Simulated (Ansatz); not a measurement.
# YMn2: the cost of one run

Computed with Ansatz 0.2.0 (DFT PBE, scalar-relativistic, plane waves, PAW, unless a step's input says otherwise).

### Step 1. The structure to begin with

It takes space group R-3m (No. 166, trigonal). Conventional cell: a = 5.401 Å, b = 5.401 Å, c = 12.027 Å, α = 90.00°, β = 90.00°, γ = 120.00°. Y (site symmetry 3m) is surrounded by 12 Mn at 2.93 to 3.15 Å and 4 Y at 3.06 to 3.26 Å. Around Mn (site symmetry 2/m) lie 6 Mn at 2.54 to 2.70 Å and 2 Y at 2.93 Å. Around Mn (site symmetry -3m) lie 6 Mn at 2.54 Å.

Structure file:

```cif
data_structure
_symmetry_space_group_name_H-M 'R-3m:H'
_symmetry_Int_Tables_number 166
_cell_length_a 5.4005
_cell_length_b 5.4005
_cell_length_c 12.0270
_cell_angle_alpha 90.000
_cell_angle_beta 90.000
_cell_angle_gamma 120.000
_cell_volume 303.78
loop_
_atom_site_label
_atom_site_type_symbol
_atom_site_symmetry_multiplicity
_atom_site_Wyckoff_symbol
_atom_site_fract_x
_atom_site_fract_y
_atom_site_fract_z
_atom_site_occupancy
Y1 Y 6 c 0.66667 0.33333 0.46045 1
Mn1 Mn 9 e 0.00000 0.50000 0.00000 1
Mn2 Mn 3 b 0.66667 0.33333 0.83333 1
```

An earlier run at PBE left this cell at 16.877 Å³/atom and 0.04 GPa (10×10×10 mesh). The large moments point both ways.

### Step 2. Ferrimagnetic, in the cell as typed

Contents of input.yaml:

```yaml
crystal:
  lattice:
    - [0.0, 3.8187424663, 3.8187424663]
    - [3.5875160522, 0.2312264141, 3.5875160522]
    - [3.8187424663, 3.8187424663, 0.0]
  atoms:
    - { symbol: "Y", position: [-0.0021130094, 0.0063390283, -0.0021130094] }
    - { symbol: "Y", position: [0.2521130094, 0.2436609717, 0.2521130094] }
    - { symbol: Mn, position: [0.625, 0.625, 0.625], spin: 3.5 }
    - { symbol: Mn, position: [0.125, 0.625, 0.625], spin: 3.5 }
    - { symbol: Mn, position: [0.625, 0.625, 0.125], spin: 3.5 }
    - { symbol: Mn, position: [0.625, 0.125, 0.625], spin: -3.5 }
basis:
  ecutwfc: 420
  ecutrho_ratio: 4
kpoints:
  mp_grid: { grid: [10, 10, 10] }
hamiltonian:
  xc: pbe
scf:
  occupations: { method: gaussian, width: 0.05 }
  lower_state_search: "off"
output:
  forces: true
  stress: true
  eigenvalues: true
  populations: true
magnetization:
  spin_polarized: true
```

The run is started by

```console
> ansatz run input.yaml --threads 4 --pin off --max-ram 10240MiB --backend cpu --events-out ev --progress --plain --runs-dir out
```

What time and memory should one allow on 4 threads of Intel Xeon 6975P-C (Granite Rapids), shared host?

About 19 s, with a peak of 1.1 GiB.
